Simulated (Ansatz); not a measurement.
# YbH3 (P1) in Ansatz: convergence with smearing width

Aim: find how far smearing width must go before the results for YbH3 settle, at PBE. This setting moves, with any that are tied to it; all else stays.

All numbers are computed with Ansatz 0.2.0; they aren't measurements. Logs are shortened: lines on timing, memory, paths and dates and some standing lists are left out, and cuts for length are marked.

### Step 1. The cell of the first run

The typed cell holds 4 atoms: a = 3.684 Å, b = 3.684 Å, c = 3.684 Å, α = 60.00°, β = 60.00°, γ = 60.00°.

The cell comes from a database or a generator and needn't be the stable form of this composition.

The cell isn't the ideal one: atoms moved at random, drawn with an rms of 0.05 Å.

### Step 2. With smearing width 0.3 eV

The input, input.yaml:

```yaml
crystal:
  lattice:
    - [0.0, 2.604971, 2.604971]
    - [2.604971, 0.0, 2.604971]
    - [2.604971, 2.604971, 0.0]
  atoms:
    - { symbol: Yb, position: [0.011384, 0.008234, -0.013026], spin: 1.0 }
    - { symbol: H, position: [0.512377, 0.479455, 0.493168] }
    - { symbol: H, position: [0.237321, 0.255442, 0.250173] }
    - { symbol: H, position: [0.754466, 0.737571, 0.752379] }
hamiltonian:
  xc: pbe
  pseudopotentials: { kind: paw }
magnetization:
  spin_polarized: true
kpoints:
  mp_grid: { grid: [6, 6, 6] }
scf:
  occupations: { method: gaussian, width: 0.3 }
output:
  forces: true
  stress: true
  eigenvalues: true
```

Potentials or basis: Ansatz PAW.

Launch:

```sh
ansatz run input.yaml --threads 2 --pin off --max-ram 5632MiB --backend cpu --events-out ev --progress --plain --runs-dir out
```

Run time: 14 s. Hardware: 2 threads of Arm Neoverse V2, shared host; peak memory 0.46 GiB.

Results:

```yaml
Free_energy: -13844.1617 eV
Pressure: -5.0 GPa
Largest_force: 0.326 eV/Å
Band_gap_on_the_k_mesh: none (metal or under the smearing width)
Net_moment: 0.23 μB per cell
Absolute_moment: 0.23 μB per cell
Site_moments: Yb +0.22; H +0.00 μB
```

### Step 3. With smearing width 0.2 eV

Edit input.yaml of step 2 so:

```diff
@@ -18,3 +18,3 @@
 scf:
-  occupations: { method: gaussian, width: 0.3 }
+  occupations: { method: gaussian, width: 0.2 }
 output:
```

Potentials or basis: Ansatz PAW.

Launch:

```sh
ansatz run input.yaml --threads 2 --pin off --max-ram 5632MiB --backend cpu --events-out ev --progress --plain --runs-dir out
```

It took 18 s on 2 threads of Arm Neoverse V2, shared host; peak memory 0.46 GiB.

What came out:

```yaml
Free_energy: -13844.1259 eV
Pressure: -5.1 GPa
Largest_force: 0.334 eV/Å
Band_gap_on_the_k_mesh: none (metal or under the smearing width)
Net_moment: 0.00 μB per cell
Absolute_moment: 0.00 μB per cell
```

### Step 4. With smearing width 0.15 eV

Edit input.yaml of step 3 so:

```diff
@@ -18,3 +18,3 @@
 scf:
-  occupations: { method: gaussian, width: 0.2 }
+  occupations: { method: gaussian, width: 0.15 }
 output:
```

Launch:

```sh
ansatz run input.yaml --threads 2 --pin off --max-ram 5632MiB --backend cpu --events-out ev --progress --plain --runs-dir out
```

It took 15 s on 2 threads of Arm Neoverse V2, shared host; peak memory 0.46 GiB.

What came out:

```yaml
Free_energy: -13844.1157 eV
Pressure: -5.2 GPa
Largest_force: 0.336 eV/Å
Band_gap_on_the_k_mesh: none (metal or under the smearing width)
Net_moment: 0.00 μB per cell
Absolute_moment: 0.00 μB per cell
```

### Step 5. With smearing width 0.1 eV

Edit input.yaml of step 4 so:

```diff
@@ -18,3 +18,3 @@
 scf:
-  occupations: { method: gaussian, width: 0.15 }
+  occupations: { method: gaussian, width: 0.1 }
 output:
```

Launch:

```sh
ansatz run input.yaml --threads 2 --pin off --max-ram 5632MiB --backend cpu --events-out ev --progress --plain --runs-dir out
```

Wall time 13 s (2 threads of Arm Neoverse V2, shared host); peak memory 0.46 GiB.

What came out:

- Free energy: -13844.1083 eV
- Pressure: -5.2 GPa
- Largest force: 0.337 eV/Å
- Band gap on the k mesh: none (metal or under the smearing width)
- Net moment: 0.00 μB per cell
- Absolute moment: 0.00 μB per cell

### Step 6. With smearing width 0.05 eV

Edit input.yaml of step 5 so:

```diff
@@ -18,3 +18,3 @@
 scf:
-  occupations: { method: gaussian, width: 0.1 }
+  occupations: { method: gaussian, width: 0.05 }
 output:
```

Potentials or basis: Ansatz PAW.

Launch:

```sh
ansatz run input.yaml --threads 2 --pin off --max-ram 5632MiB --backend cpu --events-out ev --progress --plain --runs-dir out
```

Wall time 15 s (2 threads of Arm Neoverse V2, shared host); peak memory 0.46 GiB.

Results (log left out):

```
Free energy            : -13844.1032 eV
Pressure               : -5.2 GPa
Largest force          : 0.337 eV/Å
Band gap on the k mesh : none (metal or under the smearing width)
Net moment             : 0.16 μB per cell
Absolute moment        : 0.16 μB per cell
Site moments           : Yb +0.13; H +0.01 μB
```

### Step 7. With smearing width 0.025 eV

Edit input.yaml of step 6 so:

```diff
@@ -18,3 +18,3 @@
 scf:
-  occupations: { method: gaussian, width: 0.05 }
+  occupations: { method: gaussian, width: 0.025 }
 output:
```

Launch:

```sh
ansatz run input.yaml --threads 2 --pin off --max-ram 5632MiB --backend cpu --events-out ev --progress --plain --runs-dir out
```

Wall time 17 s (2 threads of Arm Neoverse V2, shared host); peak memory 0.45 GiB.

It converged, with:

| Property | Result |
| --- | --- |
| Free energy | -13844.1017 eV |
| Pressure | -5.2 GPa |
| Largest force | 0.337 eV/Å |
| Band gap on the k mesh | none (metal or under the smearing width) |
| Net moment | 0.17 μB per cell |
| Absolute moment | 0.17 μB per cell |
| Site moments | Yb +0.13; H +0.01 μB |

### Step 8. With smearing width 0.01 eV

Edit input.yaml of step 7 so:

```diff
@@ -18,3 +18,3 @@
 scf:
-  occupations: { method: gaussian, width: 0.025 }
+  occupations: { method: gaussian, width: 0.01 }
 output:
```

Launch:

```sh
ansatz run input.yaml --threads 2 --pin off --max-ram 5632MiB --backend cpu --events-out ev --progress --plain --runs-dir out
```

Run time: 17 s. Hardware: 2 threads of Arm Neoverse V2, shared host; peak memory 0.46 GiB.

Results (log left out):

| Property | Result |
| --- | --- |
| Free energy | -13844.1012 eV |
| Pressure | -5.2 GPa |
| Largest force | 0.336 eV/Å |
| Band gap on the k mesh | none (metal or under the smearing width) |
| Net moment | 0.17 μB per cell |
| Absolute moment | 0.17 μB per cell |
| Site moments | Yb +0.13; H +0.01 μB |

### Step 9. With smearing width 0.005 eV

Edit input.yaml of step 8 so:

```diff
@@ -18,3 +18,3 @@
 scf:
-  occupations: { method: gaussian, width: 0.01 }
+  occupations: { method: gaussian, width: 0.005 }
 output:
```

Potentials or basis: Ansatz PAW.

Launch:

```sh
ansatz run input.yaml --threads 2 --pin off --max-ram 5632MiB --backend cpu --events-out ev --progress --plain --runs-dir out
```

Standard output:

```text
Warning: where an SCF of this run starts from atoms to list the orders of its open shells, Yb (site 0, from 0) starts with 0.44 μB on its 4f shell and 0.44 μB on its 5d shell, in the place of the 1.00 μB that the deck gives it: its open shells can hold no more by Hund's first rule. To start from spheres of the given moment, type scf.initial_density.shell_occupations: []
Warning: RAYON_NUM_THREADS=2 ignored (pool sized by the plan → 2); use --threads N
Engine: ansatz 0.2.0, aarch64-unknown-linux-gnu
Pseudopotentials: kind: paw
Pseudopotential: Yb, paw, valence charge 24, recommended cutoff 420 eV (normal), Yb.paw.azcp
Pseudopotential: H, paw, valence charge 1, recommended cutoff 420 eV (normal), H.paw.azcp
Functional definition: PBE
  parameter kappa = 0.804
  parameter beta = 0.06672455060314922
  exchange = pbe_x(kappa = kappa, mu = beta*pi^2/3)
  correlation = pbe_c(beta = beta)
Crystal: 4 atoms, lattice volume = 35.354 Å³
Basis set: ecut = 420 eV, 701 PW (Γ), exchange–correlation on 50×50×50 points (8 copies of the dense FFT grid, shifted against one another)
Bands: 18, of which v1, the nominal top of the filled ones, is band 14 counted from 1 (13 counted from 0)
Symmetry: 1 space group operations
Space group: P1 (ITA 1), of the structure as read, at distance tolerance 3.3e-5 Å
Magnetic group: BNS 1.1 (UNI 1), of the structure as read, at distance tolerance 3.3e-5 Å
k-points: 112 of 216 (time reversal used)
Non-local potential: Yb, projectors of the file, l = 0: 3, l = 1: 2, l = 2: 2, l = 3: 3
Non-local potential: H, projectors of the file, l = 0: 2, l = 1: 1
PAW form: soft (Blöchl's): semilocal exchange-correlation on the pseudo side does not see the compensation charge
PAW one-centre angular grid: Yb, 590 points (default); XC on 64 Gauss nodes
PAW one-centre angular grid: H, 110 points (default); XC on 64 Gauss nodes
Initial density: superposition of atomic densities (chi_scale 0.1, normalization cell)
Starting moments: Σ|m| = 1 μB on 1 of 4 sites
Initial wavefunctions: pseudopotential atomic-orbital guess
Functional: x = pbe(κ = 0.804, μ = 0.2195149727645171), c = pbe(β = 0.06672455060314922)
SCF iter   1: F=—  HF=-13844.600925 eV  |F-HF|=—  |Δ(HF+E_count)|=         —  Δρ=5.00e-2 (↑5.00e-2 ↓3.85e-2)  dr2=2.53e0  dr2_m=3.94e-2  M=0.407 μB ∫|m|=0.407 μB  β_m=0.30  ethr=3.10e-3  ⟨swp⟩=5.2  Hψ=19152  notcnv=0
Mixer restart at iter 1: flushing history
preconditioner: auto → none  [insulator: Δε(μ)=0.007 eV  Ē_g=11.842 eV  σ=0.005 eV  W_gap=0.68  n_scr=14 (ndim 8)  ℏωp=31.2 eV  f_vac=0.000  D(μ)=3.46/eV (n_scr^D=58)  ε∞_Penn≈8.0]
SCF iter   2: F=—  HF=-13844.277614 eV  |F-HF|=—  |Δ(HF+E_count)|=   3.23e-1  Δρ=3.25e-2 (↑2.87e-2 ↓3.25e-2)  dr2=3.88e-1  dr2_m=1.93e-1  M=0.167 μB ∫|m|=0.167 μB  β_m=0.35  ethr=3.10e-3  ⟨swp⟩=3.1  Hψ=10472  notcnv=0  defer=102
preconditioner: auto → Kerker (q_TF=auto, 2.608 Å⁻¹)  [metal: Δε(μ)=0.001 eV  Ē_g=11.836 eV  σ=0.005 eV  W_gap=0.06  n_scr=14 (ndim 8)  ℏωp=31.2 eV  f_vac=0.000  D(μ)=7.25/eV (n_scr^D=136)]
spin=Collinear: Kerker preconditioning applied to the charge; magnetization (m = ρ↑ − ρ↓) channel mixes plain (no charge-response kernel on spin).
SCF iter   3: F=—  HF=-13844.156294 eV  |F-HF|=—  |Δ(HF+E_count)|=         —  Δρ=2.44e-2 (↑2.44e-2 ↓1.71e-2)  dr2=2.63e-1  dr2_m=7.94e-2  M=0.167 μB ∫|m|=0.167 μB  β_m=0.35  ethr=1.44e-3  ⟨swp⟩=2.4  Hψ=8319  notcnv=0  defer=103
Mixer restart at iter 3: flushing history
SCF iter   4: F=—  HF=-13844.132445 eV  |F-HF|=—  |Δ(HF+E_count)|=   2.38e-2  Δρ=1.54e-2 (↑1.54e-2 ↓1.25e-2)  dr2=1.25e-1  dr2_m=3.40e-2  M=0.167 μB ∫|m|=0.167 μB  β_m=0.64  ethr=9.74e-4  ⟨swp⟩=2.3  Hψ=6723  notcnv=0  defer=103
SCF iter   5: F=—  HF=-13844.145735 eV  |F-HF|=—  |Δ(HF+E_count)|=   1.33e-2  Δρ=7.65e-3 (↑7.65e-3 ↓6.36e-3)  dr2=6.62e-2  dr2_m=1.86e-4  M=0.167 μB ∫|m|=0.167 μB  β_m=0.48  ethr=4.64e-4  ⟨swp⟩=3.8  Hψ=8514  notcnv=0  defer=103
SCF iter   6: F=—  HF=-13844.098791 eV  |F-HF|=—  |Δ(HF+E_count)|=   4.69e-2  Δρ=2.03e-3 (↑2.03e-3 ↓1.64e-3)  dr2=2.80e-3  dr2_m=1.84e-4  M=0.167 μB ∫|m|=0.167 μB  β_m=0.74  ethr=2.45e-4  ⟨swp⟩=4.1  Hψ=11887  notcnv=0  defer=105
SCF iter   7: F=—  HF=-13844.100346 eV  |F-HF|=—  |Δ(HF+E_count)|=   1.56e-3  Δρ=6.59e-4 (↑5.74e-4 ↓6.59e-4)  dr2=2.94e-4  dr2_m=4.59e-6  M=0.167 μB ∫|m|=0.167 μB  β_m=0.87  ethr=1.04e-5  ⟨swp⟩=3.1  Hψ=7724  notcnv=0  defer=105
SCF iter   8: F=—  HF=-13844.100903 eV  |F-HF|=—  |Δ(HF+E_count)|=   5.57e-4  Δρ=5.89e-4 (↑4.49e-4 ↓5.89e-4)  dr2=3.12e-4  dr2_m=1.89e-6  M=0.167 μB ∫|m|=0.167 μB  β_m=0.93  ethr=1.09e-6  ⟨swp⟩=2.6  Hψ=7893  notcnv=0  defer=103
SCF iter   9: F=—  HF=-13844.101106 eV  |F-HF|=—  |Δ(HF+E_count)|=   2.03e-4  Δρ=1.43e-4 (↑1.43e-4 ↓1.38e-4)  dr2=2.80e-5  dr2_m=5.24e-8  M=0.167 μB ∫|m|=0.167 μB  β_m=0.97  ethr=1.09e-6  ⟨swp⟩=3.1  Hψ=8781  notcnv=0  defer=103
SCF iter  10: F=—  HF=-13844.101102 eV  |F-HF|=—  |Δ(HF+E_count)|=   4.80e-6  Δρ=4.01e-5 (↑2.72e-5 ↓4.01e-5)  dr2=9.08e-7  dr2_m=2.84e-8  M=0.167 μB ∫|m|=0.167 μB  β_m=0.98  ethr=1.04e-7  ⟨swp⟩=2.0  Hψ=7663  notcnv=0  defer=103
SCF iter  11: F=—  HF=-13844.101107 eV  |F-HF|=—  |Δ(HF+E_count)|=   5.40e-6  Δρ=1.87e-5 (↑1.43e-5 ↓1.87e-5)  dr2=2.73e-7  dr2_m=1.98e-9  M=0.167 μB ∫|m|=0.167 μB  β_m=0.99  ethr=3.36e-9  ⟨swp⟩=3.1  Hψ=8500  notcnv=0  defer=103
SCF iter  12: F=—  HF=-13844.101108 eV  |F-HF|=—  |Δ(HF+E_count)|=   8.37e-7  Δρ=3.93e-6 (↑3.79e-6 ↓3.93e-6)  dr2=1.63e-8  dr2_m=4.64e-11  M=0.167 μB ∫|m|=0.167 μB  β_m=1.00  ethr=1.01e-9  ⟨swp⟩=2.0  Hψ=7056  notcnv=0  defer=103
SCF iter  13: F=-13844.101108 eV  HF=-13844.101108 eV  |F-HF|=4.11e-9  |Δ(HF+E_count)|=   1.51e-8  Δρ=1.81e-6 (↑1.30e-6 ↓1.81e-6)  dr2=3.19e-9  dr2_m=3.85e-11  M=0.167 μB ∫|m|=0.167 μB  ethr=6.02e-11  ⟨swp⟩=5.8  Hψ=19458  notcnv=0
SCF 1 converged in 13 iterations: F = -13844.101108 eV  dr2 = 3.19e-9
SCF converged after 13 iterations
Magnetization: 0.1667 μB (13.5833 up, 13.4167 down)
Absolute magnetization: 0.1667 μB (∫|ρ↑−ρ↓|, with the PAW one-centre terms)
Spin contamination: 0.0006 ħ² per cell (⟨S²⟩ above its minimum at these occupations)
Per-site moments (μB) at R_I (Å): [(0.13390318675922575, 0.9051354401912894), (0.010175720683556664, 0.89986994932995), (0.0056318379846354615, 0.89986994932995), (0.0060695508934051, 0.9051354401912894)]
Free energy (F): -13844.101108 eV
Harris-Foulkes:  -13844.101108 eV  (|F-HF|=4.11e-9)
Internal energy: -13844.101071 eV  (E = F + TS)
E sigma→0 (E₀):  -13844.101089 eV
Entropy (-TS):   -0.000037 eV (-0.009 meV/atom)
Fermi energy:    10.836555 eV
--- Per-component energies (eV) ---
  E_band       = 24.508419
  E_kinetic    = 402.065011
  E_local      = -5972.982358  (includes V_loc(G=0)·N_el)
  E_nonlocal   = 533.106782
  E_hartree    = 2585.929145
  E_xc         = -194.735780
  E_vxc        = -244.175950  (∫ρ·V_xc dr)
  E_paw        = -7343.261475  (= ΣΔE_a)
  E_vpaw       = 134.644843  (= ΣTr[D̂ρ^β])
  E_aug_tail   = -0.003261  (compensation charges beyond the density's cutoff)
  E_ewald      = -3854.219133
  E_smearing   = -0.000037  (= −TS)
  E_closure    = 0.000000  (closes the sum)
  Σ components = -13844.101108   (vs F -13844.101108, Δ=0.00e0)
--- Forces (eV/Å), atoms counted from 1 ---
  atom   1  Yb     0.01641402     0.00009885    -0.33582546
  atom   2  H      0.06306212    -0.01985320    -0.00657978
  atom   3  H     -0.11213913     0.09694648     0.16800292
  atom   4  H      0.03267000    -0.07719529     0.17441763
  max |Σ_I F_I| component: 1.53e-5 eV/Å
--- Stress (GPa, compression-positive) ---
       -5.174236      -0.148064       0.482244
       -0.148065      -5.199451      -0.368153
        0.482243      -0.368152      -5.155777
  P = ⅓ Tr σ = -5.1765 GPa (-51.765 kbar)
--- Band table (eV; the first three rows and the last of 224) ---
  k-point 0 ↑: bands = ["-40.2774", "-12.3095", "-12.3081", "-12.3016", "2.3396", "9.3530", "10.2817", "10.2842", "10.2885", "10.4067", "10.4325", "10.4354", "11.9710", "13.3290", "14.0008", "14.0318", "14.0877", "16.6681"]
  k-point 1 ↑: bands = ["-40.2727", "-12.4188", "-12.3214", "-12.3149", "2.9290", "8.9373", "10.1873", "10.2979", "10.3050", "10.3796", "10.4041", "10.4347", "10.9512", "12.7103", "14.2354", "14.2819", "16.1693", "16.2794"]
  k-point 2 ↑: bands = ["-40.2632", "-12.6298", "-12.3466", "-12.3402", "4.4073", "7.7675", "9.8655", "10.3164", "10.3292", "10.3536", "10.3706", "10.4358", "10.4473", "12.0665", "14.0300", "14.1271", "16.9573", "16.9919"]
  k-point 111 ↓: bands = ["-40.2015", "-12.6930", "-12.3244", "-12.3052", "5.8528", "6.5793", "9.8286", "10.3868", "10.3984", "10.4720", "10.5017", "10.5134", "10.5310", "12.0560", "13.7678", "13.8536", "18.1617", "18.1799"]
```

Wall time 13 s (2 threads of Arm Neoverse V2, shared host); peak memory 0.46 GiB.

Results:

* Free energy: -13844.1011 eV
* Pressure: -5.2 GPa
* Largest force: 0.336 eV/Å
* Band gap on the k mesh: none (metal or under the smearing width)
* Net moment: 0.17 μB per cell
* Absolute moment: 0.17 μB per cell
* Site moments: Yb +0.13; H +0.01 μB

### Step 10. Summary

```
smearing width  energy less the tightest run, at zero smearing (meV/atom)  pressure (GPa)  largest force (eV/Å)  absolute moment (μB)  SCF cycles  CPU time (s)  peak memory (GiB)
        0.3 eV                                                       1.93           -5.02                 0.326                  0.23          14            27               0.46
        0.2 eV                                                       0.00           -5.14                 0.334                  0.00          18            34               0.46
       0.15 eV                                                      -0.49           -5.17                 0.336                  0.00          17            29               0.46
        0.1 eV                                                      -0.17           -5.17                 0.337                  0.00          13            26               0.46
       0.05 eV                                                      -0.11           -5.18                 0.337                  0.16          14            28               0.46
      0.025 eV                                                      -0.01           -5.18                 0.337                  0.17          16            32               0.45
       0.01 eV                                                       0.00           -5.18                 0.336                  0.17          17            32               0.46
      0.005 eV                                                       0.00           -5.18                 0.336                  0.17          13            25               0.46
```

Against the tightest run, the energy stays within 1 meV/atom from 0.2 eV on; the pressure stays within 0.1 GPa from 0.2 eV on; the largest force stays within 0.005 eV/Å from 0.2 eV on; the absolute moment stays within 0.02 μB from 0.05 eV on. Narrower smearing needs a denser k mesh, so at a fixed mesh the narrowest width isn't the most accurate. The tightest run that finished is the yardstick and may itself not be fully converged.

Caveats: spin-orbit coupling is left out, which moves the levels of the heavy elements; without U or exact exchange the open f shell lies at the Fermi level, which spoils levels, moments and volumes.
